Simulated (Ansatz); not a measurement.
# Dy2H: the cost of one run

Computed with Ansatz 0.2.0 (DFT PBE, scalar-relativistic, plane waves, PAW; 4f electrons in the core of a trivalent norm-conserving potential, unless a step names another level, unless a step's input says otherwise).

1 further run of the same task is left out (it didn't finish).

## (1) Starting point

Symmetry: P-4m2, No. 115, tetragonal system. Conventional cell: a = 3.616 Å, b = 3.616 Å, c = 5.217 Å, α = 90.00°, β = 90.00°, γ = 90.00°. Dy (site symmetry 2mm) has 2 H at 2.18 Å as nearest neighbours. H (site symmetry -4m2) has 4 Dy at 2.18 Å as nearest neighbours.

Structure file:

```cif
data_structure
_symmetry_space_group_name_H-M 'P 1'
_symmetry_Int_Tables_number 1
_cell_length_a 3.6159
_cell_length_b 3.6159
_cell_length_c 5.2173
_cell_angle_alpha 90.000
_cell_angle_beta 90.000
_cell_angle_gamma 90.000
_cell_volume 68.22
loop_
_atom_site_label
_atom_site_type_symbol
_atom_site_fract_x
_atom_site_fract_y
_atom_site_fract_z
_atom_site_occupancy
Dy1 Dy 0.00000 0.50000 0.76496 1
Dy2 Dy 0.50000 0.00000 0.23504 1
H1 H 0.00000 0.00000 0.00000 1
```

It came out lowest among 19 distinct ends of the trial cells. At a tolerance of 0.05 Å it has space group P-4m2 (No. 115).

## (2) Relaxing to 0.001 eV/Å, on the response runs' mesh and smearing

Contents of input.yaml:

```yaml
crystal:
  lattice:
    - [3.6159312162, 0.0, 0.0]
    - [0.0, 3.6159312162, 0.0]
    - [0.0, 0.0, 5.217266802]
  atoms:
    - { symbol: Dy, position: [0.0, 0.5, 0.7649600365] }
    - { symbol: Dy, position: [0.5, 0.0, 0.2350399635] }
    - { symbol: H, position: [0.0, 0.0, 0.0] }
basis:
  ecutwfc: 630
kpoints:
  mp_grid: { grid: [10, 10, 8] }
hamiltonian:
  xc: pbe
  pseudopotentials:
    kind: paw
    azcp: { Dy: "pseudopotentials/pbe/nc/lanthanide_3plus/Dy.nc.azcp" }
scf:
  occupations: { method: gaussian, width: 0.1 }
output:
  forces: true
  stress: true
  eigenvalues: true
relax:
  adjacent_minimum: "off"
  f_tol: 0.001
  max_steps: 60
  cell: { stress_tol: 0.01 }
```

Launch:

```
ansatz run input.yaml --threads 3 --pin off --max-ram 8448MiB --backend cpu --events-out ev --progress --plain --runs-dir out
```

What time and memory should one allow on 3 threads of Intel Xeon Platinum 8259CL at 2.50GHz (Skylake/Cascade Lake), shared host?

About 67 s, with a peak of 0.52 GiB.
